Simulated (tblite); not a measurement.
# C6H15ClSi2: the cost of one run

The runs use tblite 0.8.0 and PySCF 2.14.0, with density-fitted response routines of our own; the level of theory stands in each step. All values are computed, except where a source is named. Atoms count from 0, in the outputs and in this text.

## 1. The starting structure

24 atoms, charge 0, multiplicity 1; geometry from: force field or distance geometry start.

Bonds of the start (Å): C0–C1 1.53, C1–C2 1.52, C1–C3 1.54, C3–C4 1.50, C4–C5 1.35, C5–Cl6 1.75, C5–Si7 1.89, Si7–Si8 2.31, C0–H9 1.09, C0–H10 1.09, C0–H11 1.10, C1–H12 1.10, C2–H13 1.09, C2–H14 1.11, C2–H15 1.09, C3–H16 1.11, C3–H17 1.11, C4–H18 1.10, Si7–H19 1.49, Si7–H20 1.48, Si8–H21 1.48, Si8–H22 1.49, Si8–H23 1.48.

## 2. Relaxing the molecule with GFN2-xTB

The job: settings as JSON, then the geometry in Å.

```
{"job": {"kind": "relax", "xc": "GFN2-xTB", "basis": "xTB"}, "charge": 0, "multiplicity": 1}
C     -1.515600    -0.273000    -1.420700
C     -2.061100    -0.089600    -0.004700
C     -3.413600    -0.774500     0.137200
C     -1.088300    -0.655400     1.051200
C      0.222300     0.079700     1.116400
C      1.447700    -0.386700     0.806700
Cl     1.666800    -2.041000     0.272800
Si     2.984300     0.712000     0.944500
Si     3.669300     1.264500    -1.189100
H     -1.338100    -1.326200    -1.640300
H     -0.594900     0.281700    -1.571100
H     -2.250900     0.102400    -2.150300
H     -2.199600     0.980900     0.198200
H     -3.834200    -0.621500     1.133200
H     -4.136800    -0.344400    -0.585100
H     -3.354300    -1.847900    -0.034000
H     -1.544700    -0.572100     2.056800
H     -0.950100    -1.741300     0.890600
H      0.117600     1.118400     1.447500
H      2.640600     1.938900     1.717200
H      4.051700    -0.001200     1.684800
H      4.037200     0.062700    -1.973800
H      2.588900     1.994700    -1.905600
H      4.844100     2.158800    -1.135300
```

Command:

```
OMP_NUM_THREADS=1 python probes_run.py task.json out
```

The driver reads the jobs from task.json and runs them one after another.

**Question.** How long does this first job take on 1 thread of Arm Neoverse V1, shared host, and how much memory does it need?

About 1.1 s, with a peak of 0.18 GiB.
